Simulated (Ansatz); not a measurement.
# CoRuC6N6: the cost of one run

Program: Ansatz 0.2.0. Level of theory: DFT PBE, scalar-relativistic, plane waves, PAW. These are calculated values, not measurements.

1 further run of the same task is left out (it didn't finish).

## Step 1: Starting point

The structure is cubic, space group Fm-3m (No. 225). The conventional cell has a = 10.147 Å, b = 10.147 Å, c = 10.147 Å, α = 90.00°, β = 90.00°, γ = 90.00°. Co (site symmetry m-3m) has 6 N at 2.01 Å in its first shell of neighbours. Around Ru (site symmetry m-3m) lie 6 C at 1.90 Å. C (site symmetry 4mm) has 1 N at 1.17 Å and 1 Ru at 1.90 Å in its first shell of neighbours. Around N (site symmetry 4mm) lie 1 C at 1.17 Å and 1 Co at 2.01 Å.

As a file:

```
CELL_PARAMETERS angstrom
0.00000 5.07350 5.07350
5.07350 0.00000 5.07350
5.07350 5.07350 0.00000
ATOMIC_POSITIONS crystal
Co 0.50000 0.50000 0.50000
Ru 0.00000 0.00000 0.00000
C 0.81315 0.18685 0.18685
C 0.18685 0.81315 0.18685
C 0.18685 0.18685 0.81315
C 0.18685 0.81315 0.81315
C 0.81315 0.18685 0.81315
C 0.81315 0.81315 0.18685
N 0.69784 0.30216 0.30216
N 0.30216 0.69784 0.30216
N 0.30216 0.30216 0.69784
N 0.30216 0.69784 0.69784
N 0.69784 0.30216 0.69784
N 0.69784 0.69784 0.30216
```

A structure generator made this guess: cyanide-bridged rock-salt net of two metals, 0 guest cations a cell (Fm-3m, No. 225). Lengths come from tabulated atomic sizes and are only a guess.

## Step 2: Probe: one point on a coarse mesh

The input, input.yaml:

```yaml
crystal:
  lattice:
    - [0.0, 5.0735, 5.0735]
    - [5.0735, 0.0, 5.0735]
    - [5.0735, 5.0735, 0.0]
  atoms:
    - { symbol: Co, position: [0.5, 0.5, 0.5], spin: 3.0 }
    - { symbol: Ru, position: [0.0, 0.0, 0.0], spin: 1.0 }
    - { symbol: C, position: [0.81314674, 0.18685326, 0.18685326] }
    - { symbol: C, position: [0.18685326, 0.81314674, 0.18685326] }
    - { symbol: C, position: [0.18685326, 0.18685326, 0.81314674] }
    - { symbol: C, position: [0.18685326, 0.81314674, 0.81314674] }
    - { symbol: C, position: [0.81314674, 0.18685326, 0.81314674] }
    - { symbol: C, position: [0.81314674, 0.81314674, 0.18685326] }
    - { symbol: "N", position: [0.69784173, 0.30215827, 0.30215827] }
    - { symbol: "N", position: [0.30215827, 0.69784173, 0.30215827] }
    - { symbol: "N", position: [0.30215827, 0.30215827, 0.69784173] }
    - { symbol: "N", position: [0.30215827, 0.69784173, 0.69784173] }
    - { symbol: "N", position: [0.69784173, 0.30215827, 0.69784173] }
    - { symbol: "N", position: [0.69784173, 0.69784173, 0.30215827] }
basis:
  ecutwfc: 420
kpoints:
  mp_grid: { grid: [4, 4, 4] }
hamiltonian:
  xc: pbe
scf:
  occupations: { method: gaussian, width: 0.1 }
  lower_state_search: "off"
output:
  forces: true
  stress: true
  eigenvalues: true
  populations: true
magnetization:
  spin_polarized: true
```

Run with:

```bash
$ ansatz run input.yaml --threads 1 --pin off --max-ram 2560MiB --backend cpu --events-out ev --progress --plain --runs-dir out
```

What time and memory should one allow on 1 thread of Arm Neoverse N1, shared host?

About 68 s, with a peak of 0.65 GiB.
